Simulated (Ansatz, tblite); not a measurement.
# Ge(OH)2Cl2 (Cl₂GeH₂O₂): a ladder of methods and basis sets

How do method and basis change the picture of Ge(OH)2Cl2 (Cl₂GeH₂O₂) (singlet)?

The runs use Ansatz 0.2.0, Gaussian basis; as each input shows.

Plan: GFN1-xTB, GFN2-xTB, PBE-D4/def2-TZVP, r2SCAN-D4/def2-TZVP, BLYP-D4/def2-TZVP, HF/def2-TZVP, LC-ωPBE/def2-TZVP, LDA/def2-TZVP, B3LYP-D4/def2-TZVP, revPBE-D4/def2-TZVP, PBE-QIDH/def2-TZVP, LC-ωPBE(0.10)/def2-TZVP, LC-ωPBE(0.15)/def2-TZVP, LC-ωPBE(0.20)/def2-TZVP, LC-ωPBE(0.30)/def2-TZVP, PBE-D4/def2-SVP, PBE0-D4/def2-SVP, HF/STO-3G, HF/6-31G, B3LYP-D4/6-31G, PBE0-D4/def2-TZVPD, PBE-D4/def2-TZVPD, r2SCAN-D4/def2-TZVPD, CCSD(T)/def2-TZVP, RPA/def2-TZVP.

### Step 1. The structure

The geometry is that of the singlet, from an earlier relaxation (PBE0-D4/def2-SVP).

7 atoms, charge 0, spin multiplicity 1.

Bond lengths: Ge1–O2 1.743 Å, Ge1–O4 1.743 Å, Ge1–Cl6 2.142 Å, Ge1–Cl7 2.142 Å, O2–H3 0.964 Å, O4–H5 0.964 Å. Angles: O2–Ge1–O4 105.5°, O2–Ge1–Cl6 112.3°, O2–Ge1–Cl7 109.9°, O4–Ge1–Cl6 109.9°, O4–Ge1–Cl7 112.3°, Cl6–Ge1–Cl7 107.1°, Ge1–O2–H3 112.9°, Ge1–O4–H5 112.9°.

Coordinates:

```
Ge   -0.09876    0.00206   -0.06916
O    -0.02800    0.05865    1.67182
H    -0.83541   -0.26250    2.09030
O     1.55947   -0.08973   -0.59933
H     1.68557    0.24497   -1.49502
Cl   -1.03450    1.73895   -0.90216
Cl   -1.24838   -1.69240   -0.69646
```

PBE0-D4/def2-TZVP was run before; its log isn't repeated, and its numbers join the tables.

### Step 2. GFN1-xTB

Tight binding, by tblite at 300 K electronic temperature and without a spin-polarisation term:

```python
tblite.interface.Calculator('GFN1-xTB', numbers, positions, charge=0, uhf=0).singlepoint()
```

Energy -565.3396 eV, HOMO -12.77 eV, LUMO -6.22 eV; 0.006 s.

### Step 3. GFN2-xTB

Tight binding, by tblite at 300 K electronic temperature and without a spin-polarisation term:

```python
tblite.interface.Calculator('GFN2-xTB', numbers, positions, charge=0, uhf=0).singlepoint()
```

Energy -553.0100 eV, HOMO -12.20 eV, LUMO -6.67 eV; 0.005 s.

### Step 4. PBE-D4/def2-TZVP

start.molden holds the orbitals of an earlier run on this state, given as this run's starting guess.

File in.yaml:

```yaml
crystal:
  periodic: [false, false, false]
  atoms:
    - {symbol: Ge, position_ang: [-0.098758, 0.002062, -0.069158]}
    - {symbol: O, position_ang: [-0.027998, 0.058655, 1.671824]}
    - {symbol: H, position_ang: [-0.835407, -0.262501, 2.090305]}
    - {symbol: O, position_ang: [1.559470, -0.089726, -0.599333]}
    - {symbol: H, position_ang: [1.685571, 0.244968, -1.495018]}
    - {symbol: Cl, position_ang: [-1.034501, 1.738948, -0.902164]}
    - {symbol: Cl, position_ang: [-1.248377, -1.692395, -0.696456]}
basis:
  gaussian: {orbitals: def2-TZVP, initial_orbitals: start.molden}
hamiltonian: {xc: pbe, dispersion: d4}
scf: {omitted_lower_state_checks: [starts]}
output: {orbitals: {seedname: orbitals}}
```

On the command line:

```bash
$ ansatz run in.yaml --threads 4 --pin off --events-out ev --progress --plain --max-ram 3916MiB
```

After this run come: r2SCAN-D4/def2-TZVP; BLYP-D4/def2-TZVP; HF/def2-TZVP; LC-ωPBE/def2-TZVP; LDA/def2-TZVP; B3LYP-D4/def2-TZVP; revPBE-D4/def2-TZVP; PBE-QIDH/def2-TZVP; LC-ωPBE(0.10)/def2-TZVP; LC-ωPBE(0.15)/def2-TZVP; LC-ωPBE(0.20)/def2-TZVP; LC-ωPBE(0.30)/def2-TZVP; PBE-D4/def2-SVP; PBE0-D4/def2-SVP; HF/STO-3G; HF/6-31G; B3LYP-D4/6-31G; PBE0-D4/def2-TZVPD; PBE-D4/def2-TZVPD; r2SCAN-D4/def2-TZVPD; CCSD(T)/def2-TZVP; RPA/def2-TZVP.

Q: Predict the results of all the runs planned. Wanted: gap in def2-TZVP, named functionals and Hartree-Fock, smallest and largest; gap over the ω; correlation energy, CCSD(T)/def2-TZVP; binding an atom, CCSD(T)/def2-TZVP; PBE0 total energy, smallest basis above largest.

**Answer**, as computed:

| quantity | value |
| --- | --- |
| gap in def2-TZVP, named functionals and Hartree-Fock, smallest and largest | 5.43 eV (LDA), 15.49 eV (HF) |
| gap over the ω (1/bohr) | 8.44 eV at 0.1, 13.35 eV at 0.4 |
| correlation energy, CCSD(T)/def2-TZVP | -31.61 eV |
| binding an atom, CCSD(T)/def2-TZVP | 3.408 eV |
| PBE0 total energy, smallest basis above largest | 21.17 eV (def2-SVP, def2-TZVPD) |

Over the named functionals and Hartree-Fock in def2-TZVP the gap runs from 5.43 eV (LDA) to 15.49 eV (HF); exact exchange widens it. Raising the ω (1/bohr) from 0.1 to 0.4 moves the HOMO by -2.93 eV and the LUMO by +1.99 eV. A small miss in a minimal or small basis is a cancelling of errors, not accuracy. The functionals in def2-TZVP miss CCSD(T)/def2-TZVP by +0.042 (B3LYP-D4) to +0.742 eV (LDA) an atom. CCSD(T)/def2-TZVP isn't at the basis-set limit; small misses against it rank nothing.
